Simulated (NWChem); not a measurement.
**One shape, several levels: AlHBrClO (SMILES [OH][Al]([Cl])[Br])**

Aim: a comparison of 3 runs (HF/STO-3G, HF/3-21G, B3LYP/6-31G*) of AlHBrClO. 

Program for the calculation: NWChem 7.3.0.

### Step 1. Starting point

The species is AlHBrClO (5 atoms), meant as a singlet with charge 0. SMILES: `[OH][Al]([Cl])[Br]`. The coordinates come from a PBE0-D4/def2-TZVP relaxation. This is one conformer, not always the lowest.

Bond lengths: O1–Al2 1.678 Å, Al2–Cl3 2.071 Å, Al2–Br4 2.238 Å, O1–H5 0.956 Å. Angles: O1–Al2–Cl3 118.4°, O1–Al2–Br4 121.5°, Cl3–Al2–Br4 120.1°, Al2–O1–H5 122.9°.

### Step 2. Energy and gradient at HF/STO-3G (run 1)

Input file run.py:

```python
from ase import Atoms
from ase.calculators.nwchem import NWChem

mol = Atoms(['O', 'Al', 'Cl', 'Br', 'H'], positions=[
    [0.394000, 1.232900, 0.316200],
    [0.041000, -0.390400, 0.081600],
    [0.895100, -1.778400, 1.359800],
    [-1.316100, -1.065600, -1.564400],
    [0.036000, 1.927800, -0.234700],
])

calc = NWChem(
    label='geom',
    theory='scf',
    memory='2200 mb',
    basis='STO-3G',
    basispar='spherical bse',
    scf={'nopen': '0', 'rhf': None, 'thresh': '1e-08', 'maxiter': '80'},
)
mol.calc = calc

forces = mol.get_forces()
print(f"energy = {mol.get_potential_energy():.6f} eV")
print("forces (eV/A):")
for s, f in zip(mol.symbols, forces):
    print(f"{s:2s} {f[0]:10.5f} {f[1]:10.5f} {f[2]:10.5f}")
print("dipole (e A):", mol.get_dipole_moment().round(4))
```

Command:

```bash
export ASE_NWCHEM_COMMAND="nwchem PREFIX.nwi > PREFIX.nwo"
python run.py
```

Output:

```text
energy = -90148.360406 eV
forces (eV/A):
O     0.82306   -2.37935    1.37112
Al   -0.64602    1.13848   -0.97882
Cl   -0.10120    0.26405   -0.16476
Br    0.81170    0.37698    0.98813
H    -0.88754    0.59984   -1.21567
dipole (e A): [-0.0956  0.5412 -0.1946]
```

The calculator wrote geom.nwi:

```
title "geom"

permanent_dir geom

scratch_dir geom

start geom

geometry units angstrom nocenter noautosym noautoz
  O  3.9400000000000002e-01 1.2329000000000001e+00 3.1619999999999998e-01
  Al 4.1000000000000002e-02 -3.9040000000000002e-01 8.1600000000000006e-02
  Cl 8.9510000000000001e-01 -1.7784000000000000e+00 1.3597999999999999e+00
  Br -1.3161000000000000e+00 -1.0656000000000001e+00 -1.5644000000000000e+00
  H  3.5999999999999997e-02 1.9278000000000000e+00 -2.3469999999999999e-01
end

memory 2200 mb

basis spherical bse noprint
   * library STO-3G
end

scf
  nopen 0
  rhf
  thresh 1e-08
  maxiter 80
end

task scf gradient
```

geom.nwo (excerpt; [...] marks lines left out):

```text
[...]
      One-electron energy =  -5353.632231587737
[... 1 line left out ...]
 Nuclear repulsion energy =    361.494772410384
[... 50 lines left out ...]
                       ROHF Final Molecular Orbital Analysis
[... 158 lines left out ...]
     1   1 0 0     -0.180607      0.000000    -51.260329
[...]
  wavefunction    =   RHF
                         RHF ENERGY GRADIENTS
    atom               coordinates                        gradient
                 x          y          z           x          y          z
   1 O       0.744552   2.329843   0.597531   -0.016006   0.046271  -0.026664
   2 Al      0.077479  -0.737749   0.154202    0.012563  -0.022140   0.019035
   3 Cl      1.691494  -3.360689   2.569649    0.001968  -0.005135   0.003204
   4 Br     -2.487068  -2.013692  -2.956287   -0.015785  -0.007331  -0.019216
   5 H       0.068030   3.643014  -0.443519    0.017260  -0.011665   0.023641
[...]
```

Run time: 5.4 s. Hardware: 1 thread of Intel Xeon Platinum 8488C (Sapphire Rapids), shared host; peak memory 0.098 GiB.

### Step 3. Energy and forces at HF/3-21G (run 2)

Input file job.nw:

```
start job
memory 2200 mb

geometry noautosym nocenter noautoz
  O     0.394000    1.232900    0.316200
  Al    0.041000   -0.390400    0.081600
  Cl    0.895100   -1.778400    1.359800
  Br   -1.316100   -1.065600   -1.564400
  H     0.036000    1.927800   -0.234700
end

basis spherical bse
  * library 3-21G
end

scf
  thresh 1e-08
  maxiter 80
  print medium
end

task scf gradient
```

Command:

```bash
nwchem job.nw > job.out
```

Output:

```text
[...]
  functions       =    59
[...]
  wavefunction    = RHF
[...]
         Total SCF energy =  -3333.156616193470
      One-electron energy =  -5363.343442250157
      Two-electron energy =   1668.692053646302
 Nuclear repulsion energy =    361.494772410385
        Time for solution =      3.2s
[...]
                         RHF ENERGY GRADIENTS
    atom               coordinates                        gradient
                 x          y          z           x          y          z
   1 O       0.744552   2.329843   0.597531    0.006526   0.005414   0.007625
   2 Al      0.077479  -0.737749   0.154202   -0.000996  -0.022721   0.001765
   3 Cl      1.691494  -3.360689   2.569649   -0.015465   0.024505  -0.023061
   4 Br     -2.487068  -2.013692  -2.956287    0.013418   0.005884   0.016380
   5 H       0.068030   3.643014  -0.443519   -0.003484  -0.013082  -0.002709
[...]
```

Wall time 6.3 s (1 thread of Intel Xeon Platinum 8488C (Sapphire Rapids), shared host); peak memory 0.097 GiB.

### Step 4. Energy and forces at B3LYP/6-31G(d) (Cartesian functions) (run 3)

Input file nw.nw:

```
start nw
title "AlBrClHO"
memory 2200 mb

geometry noautosym nocenter noautoz
  O      0.394000     1.232900     0.316200
  Al     0.041000    -0.390400     0.081600
  Cl     0.895100    -1.778400     1.359800
  Br    -1.316100    -1.065600    -1.564400
  H      0.036000     1.927800    -0.234700
end

basis
  * library 6-31G*
end

dft
  xc b3lyp
  grid fine
  convergence energy 1e-08
  iterations 100
  mulliken
  noprint "final vectors analysis"
end

task dft gradient
```

Command:

```bash
nwchem nw.nw > nw.out
```

Output:

```text
[...]
          Wavefunction type:  closed shell.
          No. of atoms     :     5
          No. of electrons :    74
[...]
          Charge           :     0
          Spin multiplicity:     1
[...]
          AO basis - number of functions:    90
[...]
              XC Information
              --------------
                         B3LYP Method XC Potential
                     Hartree-Fock (Exact) Exchange  0.200
                        Slater Exchange Functional  0.800 local
                    Becke 1988 Exchange Functional  0.720 non-local
              Lee-Yang-Parr Correlation Functional  0.810
                  VWN I RPA Correlation Functional  0.190 local
[...]
 d= 0,ls=0.0,diis     1  -3352.4386721559 -3.71D+03  1.75D-02  2.04D+00     3.2
[...]
 d= 0,ls=0.0,diis    10  -3352.5259484555 -5.93D-09  3.01D-07  2.27D-09    20.1
         Total DFT energy =    -3352.525948455474
      One electron energy =    -5379.747847600848
           Coulomb energy =     1813.063450615225
    Exchange-Corr. energy =     -147.336323880235
 Nuclear repulsion energy =      361.494772410385
[...]
      Total Density - Mulliken Population Analysis
     ---------------------------------------------
    Atom       Charge   Shell Charges
 -----------   ------   -------------------------------------------------------
    1 O    8     8.71   1.99  0.90  2.94  0.91  1.93  0.04
    2 Al  13    12.28   2.00  1.99  5.97  0.83  1.12  0.00  0.17  0.20
    3 Cl  17    17.21   2.00  1.99  5.97  1.46  3.65  0.53  1.65 -0.03
    4 Br  35    35.23   2.00  1.99  6.00  1.93  5.99  1.61  3.86  0.35  1.42  7.02  2.95  0.11
    5 H    1     0.57   0.47  0.10
[...]
  wavefunction    = closed shell
                         DFT ENERGY GRADIENTS
    atom               coordinates                        gradient
                 x          y          z           x          y          z
   1 O       0.744552   2.329843   0.597531   -0.005944  -0.003637  -0.007119
   2 Al      0.077479  -0.737749   0.154202    0.001956   0.003660   0.002014
   3 Cl      1.691494  -3.360689   2.569649   -0.003027   0.004472  -0.004471
   4 Br     -2.487068  -2.013692  -2.956287    0.003701   0.002087   0.004456
   5 H       0.068030   3.643014  -0.443519    0.003314  -0.006582   0.005120
[...]
```

It took 37 s on 1 thread of Intel Xeon Platinum 8488C (Sapphire Rapids), shared host; peak memory 0.12 GiB.

### Step 5. All runs side by side

| run | level | Cartesian functions | iteration cap | energy (Eh) | dipole moment (D) | HOMO energy (eV) | LUMO energy (eV) | wall time |
| --- | --- | --- | --- | --- | --- | --- | --- | --- |
| 1 | HF/STO-3G | no | 80 | -3312.891167 | 2.80 | -8.73 | 7.43 | 5.4 s |
| 2 | HF/3-21G | no | 80 | -3333.156616 | 3.00 | -11.85 | 1.92 | 6.3 s |
| 3 | B3LYP/6-31G* (Cartesian functions) | yes | 100 | -3352.525948 | 2.00 | – | – | 37 s |

### Step 6. Outcome

| quantity | value |
| --- | --- |
| run 3: total energy | -3352.52595 Eh |
| run 3: dipole moment | 2.00 D |
| run 3: largest force on an atom | 0.512 eV/Å |

The dipole moment (its size) runs from 2.00 D (B3LYP/6-31G*) to 3.00 D (HF/3-21G). The two ends differ in method and basis. In run 1 the basis is minimal, so the values are rough. All runs together took 49 s, the longest 37 s.
